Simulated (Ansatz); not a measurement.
# ClFGeH3N: basis-set convergence

An exercise on one series of results from a longer session: the logs are not shown, and one member is left open.

The runs use Ansatz 0.2.0, Gaussian basis; one geometry, several basis sets.

Levels to be run: PBE0-D4/def2-SVP; ωB97M-V/def2-SVP; PBE0-D4/def2-QZVPP; ωB97M-V/def2-QZVPP; the functionals' def2-TZVPP values are taken from earlier runs.

**The relaxed structure**

The geometry comes from an earlier relaxation with PBE0-D4 in a triple-zeta def2 set; it is a stationary point, not always the lowest conformer.

SMILES `[NH2][GeH]([F])[Cl]`, 7 atoms, charge 0, spin multiplicity 1.

Atoms are counted from 1 here; the program's logs count them from 0.

Bond lengths: N1–Ge2 1.803 Å, N1–H5 1.010 Å, N1–H6 1.010 Å, Ge2–F3 1.737 Å, Ge2–Cl4 2.129 Å, Ge2–H7 1.525 Å. Angles: Ge2–N1–H5 115.0°, Ge2–N1–H6 115.6°, H5–N1–H6 110.1°, N1–Ge2–F3 112.3°, N1–Ge2–Cl4 107.1°, N1–Ge2–H7 113.5°, F3–Ge2–Cl4 105.2°, F3–Ge2–H7 106.3°, Cl4–Ge2–H7 112.3°.

Coordinates:

```xyz
7

N    -0.58866    1.02017   -0.15057
Ge    0.39293   -0.49223   -0.13678
F     1.16944   -0.76030    1.39425
Cl   -0.96215   -2.11847   -0.36727
H    -1.43076    0.98743    0.40641
H    -0.08027    1.87242    0.03934
H     1.49948   -0.50902   -1.18538
```

The first run:

in.yaml

```yaml
crystal:
  periodic: [false, false, false]
  atoms:
    - {symbol: N, position_ang: [-0.588660, 1.020173, -0.150570]}
    - {symbol: Ge, position_ang: [0.392930, -0.492230, -0.136784]}
    - {symbol: F, position_ang: [1.169436, -0.760299, 1.394254]}
    - {symbol: Cl, position_ang: [-0.962152, -2.118470, -0.367273]}
    - {symbol: H, position_ang: [-1.430758, 0.987426, 0.406413]}
    - {symbol: H, position_ang: [-0.080275, 1.872420, 0.039335]}
    - {symbol: H, position_ang: [1.499479, -0.509019, -1.185375]}
basis:
  gaussian: {orbitals: def2-SVP}
hamiltonian: {xc: pbe0, dispersion: d4}
output: {orbitals: {seedname: orbitals}}
```

Steps of the session up to this table: PBE0-D4 in def2-SVP; ωB97M-V in def2-SVP; PBE0-D4 in def2-QZVPP; ωB97M-V in def2-QZVPP.

One of the session's tables, all rows but one given; the rest of the session is left out.

It belongs to the step «Functionals by basis». 

| functional | basis | HOMO (eV) | LUMO (eV) |
| --- | --- | --- | --- |
| PBE0-D4 | def2-SVP | -8.21 | 0.38 |
| PBE0-D4 | def2-TZVPP | -8.43 | 0.00 |
| PBE0-D4 | def2-QZVPP | -8.48 | -0.17 |
| ωB97M-V | def2-SVP | -10.59 | 2.46 |
| ωB97M-V | def2-TZVPP | -10.84 | 1.86 |
| ωB97M-V | def2-QZVPP | ? | ? |

Q: Estimate the row for ωB97M-V, def2-QZVPP from the others.

The run gave: HOMO (eV): -10.89; LUMO (eV): 1.46. In the column «HOMO (eV)» it is the lowest.
